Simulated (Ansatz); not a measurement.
# InSb3: the cost of one run

Computed with Ansatz 0.2.0 (DFT PBEsol+D3(BJ), scalar-relativistic, plane waves, PAW, unless a step's input says otherwise).

## Step 1: The system as given

The structure is cubic, space group Pm-3m (No. 221). Conventional cell: a = 4.652 Å, b = 4.652 Å, c = 4.652 Å, α = 90.00°, β = 90.00°, γ = 90.00°. In (site symmetry m-3m) is surrounded by 12 Sb at 3.29 Å. Sb (site symmetry 4/mmm) has 4 In at 3.29 Å and 8 Sb at 3.29 Å as nearest neighbours.

As a file:

```cif
data_structure
_symmetry_space_group_name_H-M 'P 1'
_symmetry_Int_Tables_number 1
_cell_length_a 4.6518
_cell_length_b 4.6518
_cell_length_c 4.6518
_cell_angle_alpha 90.000
_cell_angle_beta 90.000
_cell_angle_gamma 90.000
_cell_volume 100.66
loop_
_atom_site_label
_atom_site_type_symbol
_atom_site_fract_x
_atom_site_fract_y
_atom_site_fract_z
_atom_site_occupancy
In1 In 0.00000 0.00000 0.00000 1
Sb1 Sb 0.50000 0.00000 0.50000 1
Sb2 Sb 0.00000 0.50000 0.50000 1
Sb3 Sb 0.50000 0.50000 0.00000 1
```

It goes back to an entry of the Materials Project, which need not be the stable form.

This cell was relaxed beforehand with the same method: volume 25.17 Å³/atom, gap on the mesh none (metal).

## Step 2: What is varied

The energy is mapped over two normal modes frozen in (zone-centre modes of the cell shown, which folds in the wave vector (0, 1/2, 1/2) of the primitive cell).

First coordinate, amplitude of mode 1 (35i cm⁻¹), largest displacement: 9 values from −0.235 Å. Second coordinate, amplitude of mode 5 (13 cm⁻¹), largest displacement: 9 values from −0.32 Å.

Nothing else is relaxed (the cell and all other modes fixed). Energies count from the relaxed high-symmetry cell. Points are written as (first, second).

The modes come from a phonon run on the reference cell, made beforehand.

The patterns, per unit of each coordinate (Å):

```csv
atom,x1,y1,z1,x2,y2,z2
In1,0.000,0.000,0.000,0.000,0.000,0.968
In2,0.000,0.000,0.000,0.000,0.000,-0.968
Sb3,0.000,1.000,0.000,0.000,0.000,0.000
Sb4,0.000,-1.000,0.000,0.000,0.000,0.000
Sb5,0.000,0.000,0.000,0.000,1.000,0.000
Sb6,0.000,0.000,0.000,0.000,-1.000,0.000
Sb7,0.000,0.000,-1.000,0.000,0.000,0.000
Sb8,0.000,0.000,1.000,0.000,0.000,0.000
```

## Step 3: Point (−0.235 Å, −0.24 Å)

input.yaml reads:

```yaml
crystal:
  lattice:
    - [-4.6518153976, 0.0, 0.0]
    - [0.0, 4.6518153976, 4.6518153976]
    - [0.0, 4.6518153976, -4.6518153976]
  atoms:
    - { symbol: In, position: [0.0, -0.0249700037, 0.0249700037] }
    - { symbol: In, position: [0.0, 0.5249700037, 0.4750299963] }
    - { symbol: Sb, position: [0.5, 0.2247410441, 0.7247410441] }
    - { symbol: Sb, position: [0.5, 0.7752589559, 0.2752589559] }
    - { symbol: Sb, position: [0.0, 0.4742036195, -0.0257963805] }
    - { symbol: Sb, position: [0.0, 0.0257963805, 0.5257963805] }
    - { symbol: Sb, position: [0.5, 0.2752589559, 0.2247410441] }
    - { symbol: Sb, position: [0.5, 0.7247410441, 0.7752589559] }
basis:
  ecutwfc: 420
kpoints:
  mp_grid: { grid: [8, 6, 6] }
hamiltonian:
  xc: pbesol
  pseudopotentials: { kind: paw, azcp: { folder: soft_1 } }
  dispersion: d3bj
scf:
  occupations: { method: gaussian, width: 0.15 }
output:
  forces: true
  stress: true
  eigenvalues: true
```

The run is started by

```console
$ ansatz run input.yaml --threads 4 --pin off --max-ram 8192MiB --backend cpu --events-out ev --progress --plain --runs-dir out
```

What time and memory should one allow on 4 threads of Arm Neoverse N1, shared host?

About 41 s, with a peak of 0.94 GiB.
